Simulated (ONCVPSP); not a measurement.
# Boron: generating and testing an ONCV potential

Aim: build the potential from the settings below, then test how well it stands in for the atom: other configurations, scattering, ghost states and the plane-wave cutoff that it needs.

Program: ONCVPSP 4.0.1. Reference atom: LDA (Perdew-Zunger), non-relativistic, spherical and spin-unpolarised. All values are calculated.

## Step 1: The design

The settings as typed:

| Quantity | Value |
| --- | --- |
| element | boron (B, Z = 5) |
| type | optimised norm-conserving Vanderbilt (ONCV) |
| frozen core | none |
| valence charge | 5 |
| reference configuration | 1s2 2s2 2p1 |
| partial waves | 1s+2s: rc 0.55 bohr, ncon 4, nbas 9, qcut 22.6 1/bohr, 3 projectors, debl 1.6 Ha; 2p: rc 4.00 bohr, ncon 5, nbas 9, qcut 2.9 1/bohr, 2 projectors, debl 0.5 Ha |
| local potential | polynomial inside 0.40 bohr (lpopt 3, dvloc0 1 Ha) |
| core correction | not asked for |

The outer shells as boxes (Hund's rule for the drawing; the calculation is spin-unpolarised):

```
1s [↑↓]
2s [↑↓]
2p [↑ ][  ][  ]
```

An earlier all-electron run gives the scale for the radii.

All-electron outer shells of the reference configuration (LDA (Perdew-Zunger), non-relativistic, ld1.x):

```json
{"shell": "1s", "level (eV)": "-178.61", "outermost node (bohr)": "–", "outermost maximum (bohr)": "0.21"}
{"shell": "2s", "level (eV)": "-9.39", "outermost node (bohr)": "0.46", "outermost maximum (bohr)": "1.52"}
{"shell": "2p", "level (eV)": "-3.72", "outermost node (bohr)": "–", "outermost maximum (bohr)": "1.55"}
```

## Step 2: Generating the potential

B.dat reads:

```
# ATOM AND REFERENCE CONFIGURATION
# atsym  z   nc   nv     iexc    psfile
  B 5.00    0    3        3      upf
#
#   n    l    f
    1    0    2.00
    2    0    2.00
    2    1    1.00
#
# PSEUDOPOTENTIAL AND OPTIMIZATION
# lmax
    1
#
#   l,   rc,      ep,       ncon, nbas, qcut
    0    0.55    0.00    4    9   22.60
    1    4.00    0.00    5    9    2.90
#
# LOCAL POTENTIAL
# lloc, lpopt,  rc(5),   dvloc0
    4    3    0.40    1.00
#
# VANDERBILT-KLEINMAN-BYLANDER PROJECTORs
# l, nproj, debl
    0    3    1.60
    1    2    0.50
#
# MODEL CORE CHARGE
# icmod, fcfact, rcfact
    0    0.00    0.00
#
# LOG DERIVATIVE ANALYSIS
# epsh1, epsh2, depsh
   -8.00    5.00    0.04
#
# OUTPUT GRID
# rlmax, drl
    6.00    0.01
#
# TEST CONFIGURATIONS
# ncnf
    4
# nvcnf
#   n    l    f
    3
    1    0    2.00
    2    0    2.00
    2    1    0.00
#
    3
    1    0    2.00
    2    0    1.00
    2    1    0.00
#
    3
    1    0    2.00
    2    0    0.00
    2    1    0.00
#
    3
    1    0    2.00
    2    0    0.00
    2    1    3.00
#
```

The run is started by

```sh
$ oncvpspnr.x < B.dat > B.out
```

**Question.** What will these runs give? Wanted: cutoffs for 1 and 0.1 mHa per electron, occupied waves; bound ghosts; GHOST(+) flags; largest test error; largest phase difference near zero energy, channels read.

The runs gave:

```
                                                quantity                                         value
  cutoffs for 1 and 0.1 mHa per electron, occupied waves                             186 Ha and 215 Ha
                                            bound ghosts                                 p at -4.56 eV
                                          GHOST(+) flags                            none at low energy
                            largest test error (AE − PS)  -395 meV, for 1s2 2s0 2p3 (2 tests unsolved)
largest phase difference near zero energy, channels read                                     3.116 rad
```

What this shows: It has a bound ghost (p), a state that the atom doesn't have, and that rules the file out. By total energies transferability is poor: the largest error is 395 meV on 11.4 eV, for 1s2 2s0 2p3. Of the tests 2 gave no usable energy difference, which is a warning in itself. The potential is very hard: the looser tolerance needs 186 Ha. At the looser tolerance the 1s wave is the slowest; 2s needs 146 Ha. Near zero energy the largest phase difference among the channels read is 3.12 rad, in the p channel. A step near π is an extra or missing state, not a misfit of shape. In the p channel the atom's pole at 0.83 Ha sits lower, at -0.08 Ha, in the pseudo curve. All of this concerns the isolated atom, not yet a solid.
